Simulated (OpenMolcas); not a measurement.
# Mn³⁺ among point charges: CASSCF and CASPT2 levels and susceptibility

How does a field of 6 point charges split the states of Mn³⁺, and what χT follows?

The numbers are computed with OpenMolcas 26.06 (state-averaged CASSCF and CASPT2, spin-orbit coupling by RASSI with atomic mean-field integrals), except any that are marked as measured or tabulated.

## Step 1: Starting point

* Species: Mn³⁺ (manganese, Z = 25, 22 electrons)
* Basis: ANO-RCC-VDZP [5s4p2d1f], 34 functions
* Scalar Hamiltonian: DKH2, point nucleus
* Inactive shells: 1s 2s 2p 3s 3p
* Active space: 4 electrons in 5 orbitals (3d)
* Some configurations of this space: 3d4
* Orbitals: optimised for each spin and parity, averaged over all roots

Outer shells as boxes (Hund's rule):

3d4
```
3d [↑ ][↑ ][↑ ][↑ ][  ]
```

The ion sits among 6 point charges of -2.2 e arranged as an octahedron (Oh), 2.03 Å from the ion.

Each step is its own input file, run in one work folder so that later steps find the files of earlier ones. Labels, J, g values, rates, χT and fits are worked out afterwards by a script from the matrices that RASSI stores. The input lists half of the charges; inversion (Group=XYZ) makes the rest.

## Step 2: GATEWAY and SEWARD: basis and integrals

The input, a.inp:

```
&GATEWAY
Coord
1

Mn 0.0 0.0 0.0
Basis=ANO-RCC-VDZP
Group=XYZ
NoMove
AngMom=0.0 0.0 0.0
AMFI
XField
3 Angstrom 0
2.030000 0.000000 0.000000 -2.200000
0.000000 2.030000 0.000000 -2.200000
0.000000 0.000000 2.030000 -2.200000
&SEWARD
```

Command:

```
OMP_NUM_THREADS=1 MOLCAS_MEM=1689 MOLCAS_PROJECT=a pymolcas a.inp > a.log
```

## Step 3: CASSCF: quintets of even parity, 5 roots

The input, a.inp:

```
&RASSCF
FileOrb=start.orb
Symmetry=1
Spin=5
nActEl=4 0 0
Inactive=3 6
Ras2=5 0
CIRoot=5 5 1
SDav=5
CIMx=300
Iter=120 100
PrWF=0.3
OrbListing=Nothing
MaxOrb=0
>>> COPY $Project.JobIph JOB001
```

start.orb holds the contracted functions of the basis, ordered by shell, or the orbitals of the step before.

## Step 4: Reference wave functions, triplets of even parity, 45 roots

The input, a.inp:

```
&RASSCF
FileOrb=start.orb
Symmetry=1
Spin=3
nActEl=4 0 0
Inactive=3 6
Ras2=5 0
CIRoot=45 45 1
SDav=45
CIMx=300
Iter=120 100
PrWF=0.3
OrbListing=Nothing
MaxOrb=0
>>> COPY $Project.JobIph JOB002
```

## Step 5: CASSCF: singlets of even parity, 50 roots

The input, a.inp:

```
&RASSCF
FileOrb=start.orb
Symmetry=1
Spin=1
nActEl=4 0 0
Inactive=3 6
Ras2=5 0
CIRoot=50 50 1
SDav=50
CIMx=300
Iter=120 100
PrWF=0.3
OrbListing=Nothing
MaxOrb=0
>>> COPY $Project.JobIph JOB003
```

## Step 6: RASSI: spin-orbit coupling between the states

The input, a.inp:

```
&RASSI
NrOfJobIphs=3 5 45 50
1 2 3 4 5
1 2 3 4 5 6 7 8 9 10 11 12 13 14 15 16 17 18 19 20 21 22 23 24 25 26 27
28 29 30 31 32 33 34 35 36 37 38 39 40 41 42 43 44 45
1 2 3 4 5 6 7 8 9 10 11 12 13 14 15 16 17 18 19 20 21 22 23 24 25 26 27
28 29 30 31 32 33 34 35 36 37 38 39 40 41 42 43 44 45 46 47 48 49 50
IphNames
JOB001
JOB002
JOB003
EJob
SpinOrbit
DIPRint=1.0
SOCoupling=1000.0
Subsets=2
Property=9
'ANGMOM' 1 'ANGMOM' 2 'ANGMOM' 3 'MLTPL  1' 1 'MLTPL  1' 2 'MLTPL  1' 3
'AMFI' 1 'AMFI' 2 'AMFI' 3
SOProperty=3
'ANGMOM' 1 'ANGMOM' 2 'ANGMOM' 3
```

## Step 7: CASPT2: IPEA 0.25, imaginary shift 0.1 (closed shells correlated: 3s 3p)

The input, a.inp:

```
>>> COPY JOB001 $Project.JobIph
&CASPT2
Multistate=5 1 2 3 4 5
NoMult
Frozen=2 3
IPEA=0.25
Imaginary=0.1
MaxIter=60
WThr=0.0 0.3 0.05
PrWF=0.5
NoMix
>>> COPY JOB002 $Project.JobIph
&CASPT2
Multistate=45 1 2 3 4 5 6 7 8 9 10 11 12 13 14 15 16 17 18 19 20 21 22
23 24 25 26 27 28 29 30 31 32 33 34 35 36 37 38 39 40 41 42 43 44 45
NoMult
Frozen=2 3
IPEA=0.25
Imaginary=0.1
MaxIter=60
WThr=0.0 0.3 0.05
PrWF=0.5
NoMix
>>> COPY JOB003 $Project.JobIph
&CASPT2
Multistate=50 1 2 3 4 5 6 7 8 9 10 11 12 13 14 15 16 17 18 19 20 21 22
23 24 25 26 27 28 29 30 31 32 33 34 35 36 37 38 39 40 41 42 43 44 45 46
47 48 49 50
NoMult
Frozen=2 3
IPEA=0.25
Imaginary=0.1
MaxIter=60
WThr=0.0 0.3 0.05
PrWF=0.5
NoMix
```

(Steps that only read results are left out.)

What does the calculation give? Wanted: spin-free ground state; first state of the same spin within the active space; lowest level; next level.

The runs gave:

| quantity | value |
| --- | --- |
| method | SS-CASPT2, IPEA 0.25, imaginary shift 0.1 (closed shells correlated: 3s 3p) |
| spin-free ground state | 5E, 2-fold in its orbital part |
| first state of the same spin within the active space | 5T2 at 4130 cm⁻¹ |
| lowest level | 1-fold A1 |
| next level | 20.4 cm⁻¹ |
| χT at 300 K | 2.79 cm³ K/mol |
| effective moment at 300 K | 4.72 μB |

Cost by method:

| method | time of its own steps | time with the reference |
| --- | --- | --- |
| A. CASSCF | 23 s | 23 s |
| B. SS-CASPT2, IPEA 0.25, imaginary shift 0.1, +3s 3p | 7.2 s | 30 s |

Times are of one thread on a shared host.

**Reading.** The spin-free ground state (5E) comes to 100 % from free-ion D terms and keeps the highest spin of the shell. χT at 300 K is 2.79, against 3.01 cm³ K/mol for the spin alone; near agreement at one temperature doesn't show that the orbital moment is quenched. An active space of the d shell alone favours high spin; real ions in strong fields can be low spin. A ligand-field fit to the states below 45000 cm-1 gives 10Dq = 4218 cm-1, B = 945 cm-1 and C = 4399 cm-1 (C/B = 4.65), with a deviation of 616 cm-1. CASPT2 does not keep the components of a term degenerate, and the means are used. An orbital doublet at a regular site is open to a Jahn-Teller distortion, which this geometry leaves out. The field of point charges can differ much from that of real complexes. With metal d orbitals alone active, the gaps between spin states are rough; where two lie within a few thousand cm-1, their order is open. This is an electrostatic model: the charges have no orbitals.
